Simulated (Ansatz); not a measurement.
# InHF radical (SMILES [F][InH]): energies and forces away from the minimum

An exercise on one series of results from a longer session: the logs are not shown, and one member is left open.

Method: single points with forces in def2-TZVPP; program: Ansatz 0.2.0, Gaussian basis.

Levels: PBE-D4, r2SCAN-D4, PBE0-D4, wB97M-V, Hartree-Fock, MP2, CCSD, CCSD(T). Each coordinate is moved by a Gaussian draw of the width named (0.7 of it for atoms other than hydrogen): 0.02, 0.04, 0.06, 0.12 Å.

Cores are frozen in the correlated methods. Filled d shells of the heavier atoms are correlated. Core potentials replace the inner electrons past krypton, and spin-orbit coupling is left out. Orbitals are unrestricted.

6 further runs of the same task are left out: 6 set aside as unsound or not needed.

## The starting structure

SMILES `[F][InH]`, 3 atoms, charge 0, spin multiplicity 2.

Atoms are counted from 1 here; the program's logs count them from 0.

Bond lengths: F1–In2 1.982 Å, In2–H3 1.560 Å. Angles: F1–In2–H3 109.9°.

Geometry (Å):

```xyz
3
FHIn
F     1.06470    0.91850    0.67390
In   -0.55820    0.28460   -0.27170
H    -0.51750   -1.26790   -0.41550
```

Set-up of the first run:

pre/in.yaml

```yaml
crystal:
  periodic: [false, false, false]
  atoms:
    - {symbol: F, position_ang: [1.064700, 0.918500, 0.673900]}
    - {symbol: In, position_ang: [-0.558200, 0.284600, -0.271700]}
    - {symbol: H, position_ang: [-0.517500, -1.267900, -0.415500]}
basis:
  gaussian: {orbitals: def2-SVP}
magnetization: {spin_polarized: true, initial_magnetization: 1}
hamiltonian: {xc: pbe, dispersion: d4}
relax: {f_tol: 0.03, max_steps: 250}
```

No record of the launch command was kept for these runs.

Among the steps run: A first relaxation in a small basis; Finding the minimum; Reference energies at the minimum; Structure 1, width 0.02 Å; Structure 2, width 0.04 Å; Structure 3, width 0.06 Å; Structure 4, width 0.12 Å.

One of the session's tables, all rows but one given; the rest of the session is left out.

```
   method  RMS force component (eV/Å)  angle to CCSD(T) forces (°)  dipole (D)
   PBE-D4                       0.806                         16.7        3.37
r2SCAN-D4                       0.903                          5.2        3.53
  PBE0-D4                           ?                            ?           ?
  wB97M-V                       0.899                          0.3        3.67
  CCSD(T)                       0.957                    reference        3.70
```

**Question.** Estimate the row for PBE0-D4.

As computed: RMS force component (eV/Å): 0.923; angle to CCSD(T) forces (°): 4.5; dipole (D): 3.67. In the column «RMS force component (eV/Å)» it lies between r2SCAN-D4 (0.903) and CCSD(T) (0.957).
